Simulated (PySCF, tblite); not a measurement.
**C₆H₁₀O₃: geometry, infrared bands, NMR shifts and electronic excitations**

Aim: predict the infrared bands, NMR shifts and electronic excitations of C₆H₁₀O₃ (`C=COC(=O)COCC`).

Computed with tblite 0.8.0 and PySCF 2.14.0, with density-fitted response routines of our own, on a single molecule in the gas phase. Atoms count from 0, in the outputs and in this text.

## 1. The molecule as given

19 atoms, charge 0, multiplicity 1; geometry from: force field or distance geometry start.

Bonds of the start (Å): C0–C1 1.35, C1–O2 1.39, O2–C3 1.39, C3–O4 1.22, C3–C5 1.54, C5–O6 1.42, O6–C7 1.42, C7–C8 1.51, C0–H9 1.08, C0–H10 1.08, C1–H11 1.08, C5–H12 1.10, C5–H13 1.10, C7–H14 1.09, C7–H15 1.08, C8–H16 1.09, C8–H17 1.09, C8–H18 1.09.

## 2. Geometry optimisation with GFN2-xTB

The job: settings as JSON, then the geometry in Å.

```
{"job": {"kind": "relax", "xc": "GFN2-xTB", "basis": "xTB"}, "charge": 0, "multiplicity": 1}
C      4.344000     0.202200    -0.613200
C      3.092500     0.614600    -0.333700
O      2.083100    -0.308000    -0.072500
C      0.820900     0.235000     0.133000
O      0.526900     1.414800     0.133200
C     -0.156800    -0.928200     0.390400
O     -1.498100    -0.579500     0.683300
C     -2.215100    -0.134300    -0.455300
C     -3.632000     0.190500    -0.029200
H      5.120300     0.924400    -0.795700
H      4.581700    -0.851100    -0.666800
H      2.812800     1.650900    -0.258100
H      0.217600    -1.469100     1.277800
H     -0.121400    -1.607700    -0.469500
H     -2.244400    -0.925700    -1.210800
H     -1.752900     0.750400    -0.878700
H     -4.120800    -0.679100     0.415900
H     -3.634700     0.971600     0.734700
H     -4.233500     0.537500    -0.875700
```

Started as:

```sh
$ OMP_NUM_THREADS=1 python probes_run.py task.json out
```

One launch serves the whole session: the jobs run in the order shown.

**Question.** This job is followed by: GFN2-xTB harmonic vibrations, gas phase; PBE0-D3(BJ)/def2-SVP geometry optimisation, gas phase; GIAO PBE0/pcSseg-1 NMR shielding, non-relativistic, gas phase; TDDFT CAM-B3LYP/def2-SVPD, vertical, gas phase, core orbitals frozen in the response; GIAO HF/pcSseg-1 NMR shielding, non-relativistic, gas phase. What will the session give for the following? strongest single infrared mode (GFN2-xTB); zero-point energy (GFN2-xTB); point group; rotational constants (main isotopes); ¹³C shifts against TMS (PBE0/pcSseg-1); ¹H shifts against TMS (PBE0/pcSseg-1, means over atoms taken as alike); ¹⁷O shifts against H2O (PBE0/pcSseg-1); lowest singlet (CAM-B3LYP/def2-SVPD); brightest single state of those computed; lowest triplet; range of the shift of O2.

The runs gave:

| quantity | value |
| --- | --- |
| strongest single infrared mode (GFN2-xTB) | 1791 cm⁻¹, 470 km/mol |
| zero-point energy (GFN2-xTB) | 94.7 kcal/mol |
| point group | C1 |
| rotational constants (main isotopes) | 5.93, 0.66, 0.62 GHz |
| ¹³C shifts against TMS (PBE0/pcSseg-1) | 171.4, 147.1, 101.3, 68.4, 66.9, 17.1 ppm |
| ¹H shifts against TMS (PBE0/pcSseg-1, means over atoms taken as alike) | 7.76, 5.07, 4.76, 4.00, 3.37, 1.29 ppm |
| ¹⁷O shifts against H2O (PBE0/pcSseg-1) | 429.0, 250.3, 34.7 ppm |
| lowest singlet (CAM-B3LYP/def2-SVPD) | 5.74 eV (216 nm), f = 0.001 |
| brightest single state of those computed | state 2, 6.54 eV, f = 0.454 |
| lowest triplet | 4.18 eV |
| range of the shift of O2 | 197.1 to 250.3 ppm |

What this shows: Relaxing lowered the energy by 0.140 eV in 38 steps; the close pair that moved most is O2–C3, from 1.389 to 1.348 Å (GFN2-xTB). All 51 modes are real, so the xTB geometry is a minimum. The strongest single mode, at 1791 cm⁻¹, moves mainly C3 and O4. Unscaled tight-binding wavenumbers are off by several per cent, some by more. Its intensities can rank the bands wrongly. Over 6 steps the energy fell by 0.049 eV; of the close pairs, C0–H9 changed most, 1.073 to 1.090 Å (PBE0/def2-SVP). H11 (hydrogen on an alkene carbon bearing oxygen) lies farthest downfield among hydrogen, at 7.76 ppm; olefinic region. At PBE0/pcSseg-1: Shielding is most anisotropic at O4 (span 722 ppm, paramagnetic term -499 ppm). The lowest singlet, at 5.74 eV, is HOMO−1→LUMO 0.45, HOMO−2→LUMO 0.32 and is weak; of the 10 states computed, the strongest absorption comes from state 2 at 6.54 eV. The lowest triplet lies 1.56 eV below the lowest singlet (triplets in Tamm-Dancoff, singlets in full TDDFT). In ppm, O2 moves most: its shift spreads over 53.2 ppm, from 197.1 (HF/pcSseg-1) to 250.3 (PBE0/pcSseg-1).
